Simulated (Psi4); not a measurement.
**GeH2SO (SMILES [OH][Ge][SH]): B2PLYP/def2-SVPD (density fitting for correlation)**

Aim: the energy change on altering one bond length of GeH2SO at B2PLYP/def2-SVPD (density fitting for correlation), from 2 runs. 

Program for the calculation: Psi4 1.11.

### 1 The structure to begin with

GeH2SO has 5 atoms, charge 0, and is taken as a singlet. SMILES: `[OH][Ge][SH]`. Geometry: relaxed at PBE0-D4/def2-TZVP. This is one conformer, not always the lowest.

Bond lengths: O1–Ge2 1.782 Å, Ge2–S3 2.260 Å, O1–H4 0.961 Å, S3–H5 1.343 Å. Angles: O1–Ge2–S3 97.9°, Ge2–O1–H4 117.4°, Ge2–S3–H5 93.6°.

### 2 A single-point energy at B2PLYP/def2-SVPD (density fitting for correlation)

geh2os.json

```json
{
 "schema_name": "qcschema_input",
 "schema_version": 1,
 "molecule": {
  "schema_name": "qcschema_molecule",
  "schema_version": 2,
  "symbols": ["O", "Ge", "S", "H", "H"],
  "geometry": [-2.54357136, -1.89218277, 0.7555125, -1.69584022, 1.18844876, -0.31029303, 2.5384691, 0.63589284, -0.3898505, -1.19525177, -3.0711829, 1.06089225, 2.99086954, 2.99975125, -1.19449588],
  "molecular_charge": 0,
  "molecular_multiplicity": 1,
  "fix_symmetry": "c1"
 },
 "driver": "energy",
 "model": {
  "method": "b2plyp",
  "basis": "def2-SVPD"
 },
 "keywords": {
  "puream": true,
  "e_convergence": 1e-09,
  "d_convergence": 1e-08,
  "scf_type": "pk",
  "dft_radial_points": 99,
  "dft_spherical_points": 590,
  "num_frozen_docc": 15
 }
}
```

Launch:

```
$ psi4 --qcschema geh2os.json -n 1 --memory 1600MB
```

stdout:

```text
[...]
  Running in c1 symmetry.
[...]
  Nuclear repulsion =  246.184723842253021
[...]
  Multiplicity = 1
[...]
  Nalpha       = 29
  Nbeta        = 29
[...]
    Number of basis functions: 104
[...]
   @RKS iter   1: -2549.25703152163123   -2.88825e+00   2.19311e-02 ADIIS/DIIS
[...]
   @RKS iter  12: -2550.48587849951900   -1.36424e-11   5.74188e-09 DIIS
[...]
    Orbital Energies [Eh]
    ---------------------
    Doubly Occupied:
       1A   -401.456499     2A    -90.143665     3A    -50.778702
       4A    -45.132468     5A    -45.131229     6A    -45.130198
       7A    -19.747901     8A     -8.370368     9A     -6.650471
      10A     -6.221654    11A     -6.219161    12A     -6.216986
      13A     -4.744018    14A     -4.740558    15A     -4.736738
      16A     -1.422883    17A     -1.419851    18A     -1.418416
      19A     -1.416255    20A     -1.412623    21A     -1.120514
      22A     -0.832199    23A     -0.626334    24A     -0.522977
      25A     -0.450989    26A     -0.421938    27A     -0.409340
      28A     -0.325246    29A     -0.305293
[...]
  @RKS Final Energy: -2550.48587849951900
   => Energetics <=
    Nuclear Repulsion Energy =            246.1847238422530211
    One-Electron Energy =               -4039.8359852344137835
    Two-Electron Energy =                1297.4744993798321957
    DFT Exchange-Correlation Energy =     -54.3091164871900745
    Empirical Dispersion Energy =           0.0000000000000000
    VV10 Nonlocal Energy =                  0.0000000000000000
    Total Energy =                      -2550.4858784995190035
[...]
 Multipole Moments:
 ------------------------------------------------------------------------------------
     Multipole            Electronic (a.u.)      Nuclear  (a.u.)        Total (a.u.)
 ------------------------------------------------------------------------------------
 L = 1.  Multiply by 2.5417464519 to convert [e a0] to [Debye]
 Dipole X            :         -6.5310473            6.6825228            0.1514756
 Dipole Y            :          3.7999518           -3.4439089            0.3560429
 Dipole Z            :         -0.8475955            0.7214385           -0.1261570
 Magnitude           :                                                    0.4069729
[...]
```

The result, in JSON:

```text
{
 "driver": "energy",
 "model": {
  "method": "b2plyp",
  "basis": "def2-SVPD"
 },
 "success": true,
 "return_result": -2550.6723475036756,
 "properties": {
  "calcinfo_nbasis": 104,
  "calcinfo_nmo": 104,
  "calcinfo_nalpha": 29,
  "calcinfo_nbeta": 29,
  "calcinfo_natom": 5,
  "nuclear_repulsion_energy": 246.18472384225302,
  "return_energy": -2550.6723475036756,
  "scf_one_electron_energy": -4039.835985234414,
  "scf_two_electron_energy": 1297.4744993798322,
  "scf_xc_energy": -54.309116487190074,
  "scf_dipole_moment": [0.15147555621630548, 0.35604288424338293, -0.12615699091117027],
  "scf_total_energy": -2550.485878499519,
  "scf_iterations": 12
 }
}
```

Wall time 20 s (1 thread of Intel Xeon Platinum 8259CL at 2.50GHz (Skylake/Cascade Lake), shared host); peak memory 0.69 GiB.

### 3 The distorted shape, same level

geh2os.xyz

```xyz
5
GeH2OS
O     -1.916824    -0.502159     0.270515
Ge    -1.468224     1.128041    -0.293485
S      0.772476     0.835641    -0.335585
H     -0.632500    -1.625200     0.561400
H      1.011876     2.086541    -0.761385
```

geh2os.py

```python
import psi4

psi4.set_memory(1600000000)
psi4.set_num_threads(1)
psi4.set_output_file('run.log', False)

with open('geh2os.xyz') as f:
    atoms = ''.join(f.readlines()[2:])
molecule = psi4.geometry('0 1\n' + atoms + 'symmetry c1\nno_reorient\nno_com')

psi4.set_options({
    'puream': True,
    'e_convergence': 1e-09,
    'd_convergence': 1e-08,
    'scf_type': 'pk',
    'dft_radial_points': 99,
    'dft_spherical_points': 590,
    'num_frozen_docc': 15,
})

E, wfn = psi4.energy('b2plyp/def2-SVPD', return_wfn=True)
print('E =', round(E, 9))
```

Launch:

```
$ python geh2os.py
```

run.log:

```text
[...]
  Running in c1 symmetry.
[...]
  Nuclear repulsion =  242.673952042532761
[...]
  Multiplicity = 1
[...]
  Nalpha       = 29
  Nbeta        = 29
[...]
    Number of basis functions: 104
[...]
   @RKS iter   1: -2548.99104855951919   -2.93628e+00   2.21181e-02 DIIS/ADIIS
[...]
   @RKS iter  15: -2550.33255592857677   -2.27374e-12   7.31663e-09 DIIS
[...]
    Orbital Energies [Eh]
    ---------------------
    Doubly Occupied:
       1A   -401.456557     2A    -90.147186     3A    -50.778874
       4A    -45.132698     5A    -45.131290     6A    -45.130471
       7A    -19.771989     8A     -8.373617     9A     -6.650512
      10A     -6.224780    11A     -6.222634    12A     -6.219965
      13A     -4.744224    14A     -4.740345    15A     -4.737171
      16A     -1.422671    17A     -1.419718    18A     -1.418248
      19A     -1.416690    20A     -1.412805    21A     -1.046650
      22A     -0.832674    23A     -0.558856    24A     -0.477247
      25A     -0.421190    26A     -0.403846    27A     -0.393334
      28A     -0.325528    29A     -0.302922
[...]
  @RKS Final Energy: -2550.33255592857677
   => Energetics <=
    Nuclear Repulsion Energy =            242.6739520425327612
    One-Electron Energy =               -4032.9933672551492236
    Two-Electron Energy =                1294.2024592832856342
    DFT Exchange-Correlation Energy =     -54.2155999992456827
    Empirical Dispersion Energy =           0.0000000000000000
    VV10 Nonlocal Energy =                  0.0000000000000000
    Total Energy =                      -2550.3325559285767667
[...]
 Multipole Moments:
 ------------------------------------------------------------------------------------
     Multipole            Electronic (a.u.)      Nuclear  (a.u.)        Total (a.u.)
 ------------------------------------------------------------------------------------
 L = 1.  Multiply by 2.5417464519 to convert [e a0] to [Debye]
 Dipole X            :         94.0288479          -93.6902932            0.3385547
 Dipole Y            :        -86.3567203           86.7604199            0.4036996
 Dipole Z            :         24.0290595          -24.1823433           -0.1532838
 Magnitude           :                                                    0.5487154
[...]
```

The script printed:

```text
E = -2550.538929093
```

It took 24 s on 1 thread of Intel Xeon Platinum 8259CL at 2.50GHz (Skylake/Cascade Lake), shared host; peak memory 0.69 GiB.

### 4 Summary of results

Level: B2PLYP/def2-SVPD (density fitting for correlation), 15 core orbitals frozen.

```
                                                         quantity           value
                                        first shape: total energy  -2550.67235 Eh
                   first shape: HOMO energy (SCF part's orbitals)        -8.31 eV
                   first shape: LUMO energy (SCF part's orbitals)        -1.00 eV
                 first shape: HOMO–LUMO gap (SCF part's orbitals)         7.31 eV
                                    distorted shape: total energy  -2550.53893 Eh
               distorted shape: HOMO energy (SCF part's orbitals)        -8.24 eV
               distorted shape: LUMO energy (SCF part's orbitals)        -2.52 eV
             distorted shape: HOMO–LUMO gap (SCF part's orbitals)         5.73 eV
energy change with the O1–H4 bond stretched from 0.961 to 1.731 Å        3.630 eV
```

What this shows: With the O1–H4 bond stretched from 0.961 to 1.731 Å the energy rises by 3.63 eV (84 kcal/mol). The first shape isn't relaxed at this level, so the change isn't measured from a minimum. A restricted reference can't describe the breaking bond well at this length.
